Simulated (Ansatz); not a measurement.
# C₂H₇NOSn: up Jacob's ladder to CCSD(T)

One table from this session's results is given with a row withheld; the runs are named, their logs left out.

The runs use Ansatz 0.2.0, Gaussian basis; functionals in def2-TZVPP, the program's frozen cores in correlated methods.

Levels to be run: PBE-D4, r2SCAN-D4, PBE0-D4, B3LYP-D4, ωB97X-V, ωB97M-V, B2PLYP; CCSD(T)/def2-TZVPP; MP2/def2-QZVPP; extrapolation to the limit.

**The geometry**

An earlier PBE0-D4 in a triple-zeta def2 set relaxation fixed the geometry. Sn takes the def2 core potential; no spin-orbit term is included.

12 atoms, charge 0, spin multiplicity 1.

Atoms are counted from 1 here; the program's logs count them from 0.

Bond lengths: C1–O2 1.402 Å, C1–H6 1.099 Å, C1–H7 1.099 Å, C1–H8 1.094 Å, O2–Sn3 1.971 Å, Sn3–C4 2.161 Å, Sn3–H9 1.711 Å, Sn3–H10 1.711 Å, C4–N5 1.260 Å, C4–H11 1.094 Å, N5–H12 1.024 Å. Angles: O2–C1–H6 112.5°, O2–C1–H7 112.5°, O2–C1–H8 108.5°, H6–C1–H7 107.9°, H6–C1–H8 107.6°, H7–C1–H8 107.6°, C1–O2–Sn3 122.1°, O2–Sn3–C4 93.9°, O2–Sn3–H9 108.1°, O2–Sn3–H10 108.0°, C4–Sn3–H9 116.9°, C4–Sn3–H10 116.9°, H9–Sn3–H10 110.9°, Sn3–C4–N5 120.8°, Sn3–C4–H11 121.3°, N5–C4–H11 117.9°, C4–N5–H12 111.9°.

Set-up of the first run:

File in.yaml:

```yaml
crystal:
  periodic: [false, false, false]
  atoms:
    - {symbol: C, position_ang: [-2.059935, 0.173440, -0.357178]}
    - {symbol: O, position_ang: [-0.688927, 0.430424, -0.216746]}
    - {symbol: Sn, position_ang: [0.592560, -0.974927, 0.302051]}
    - {symbol: C, position_ang: [2.291590, 0.359671, 0.281543]}
    - {symbol: N, position_ang: [2.151229, 1.578426, -0.007128]}
    - {symbol: H, position_ang: [-2.518821, -0.180354, 0.576655]}
    - {symbol: H, position_ang: [-2.269829, -0.569258, -1.139467]}
    - {symbol: H, position_ang: [-2.560610, 1.104231, -0.640799]}
    - {symbol: H, position_ang: [0.553997, -2.197037, -0.895126]}
    - {symbol: H, position_ang: [0.111624, -1.593483, 1.823628]}
    - {symbol: H, position_ang: [3.297896, 0.001847, 0.520333]}
    - {symbol: H, position_ang: [1.176127, 1.811820, -0.213868]}
basis:
  gaussian: {orbitals: def2-TZVPP}
hamiltonian: {xc: pbe, dispersion: d4}
output: {forces: true, orbitals: {seedname: orbitals}}
```

On the command line:

```sh
> ansatz run in.yaml --threads 4 --pin off --events-out ev --progress --plain --max-ram 10444MiB
```

Steps of the session up to this table: PBE-D4 (GGA); r2SCAN-D4 (meta-GGA); PBE0-D4 (hybrid); B3LYP-D4 (hybrid); ωB97X-V (range-separated); ωB97M-V (range-separated); B2PLYP (double hybrid); CCSD(T) in def2-TZVPP; MP2 in def2-QZVPP.

One of the session's tables, all rows but one given; the rest of the session is left out.

| method | atomisation energy (kcal/mol) |
| --- | --- |
| PBE-D4 | 1007.6 |
| r2SCAN-D4 | 982.4 |
| PBE0-D4 | 981.7 |
| B3LYP-D4 | 985.3 |
| ωB97X-V | 989.1 |
| ωB97M-V | 985.9 |
| B2PLYP | 972.5 |
| HF/def2-TZVPP | 669.3 |
| MP2/def2-TZVPP | 967.3 |
| CCSD/def2-TZVPP | ? |
| CCSD(T)/def2-TZVPP | 959.0 |
| MP2/CBS | 996.7 |
| CCSD(T)/CBS | 988.4 |

Q: Estimate the row for CCSD/def2-TZVPP from the others.

The run gave: atomisation energy (kcal/mol): 940.8. In the column «atomisation energy (kcal/mol)» it lies between HF/def2-TZVPP (669.3) and CCSD(T)/def2-TZVPP (959.0).

To keep in mind: Free atoms (2 C, 1 O, 1 Sn, 1 N, 7 H) were run apart at each level; the atomisation energy is their sum less the molecule, without zero-point or spin-orbit terms.
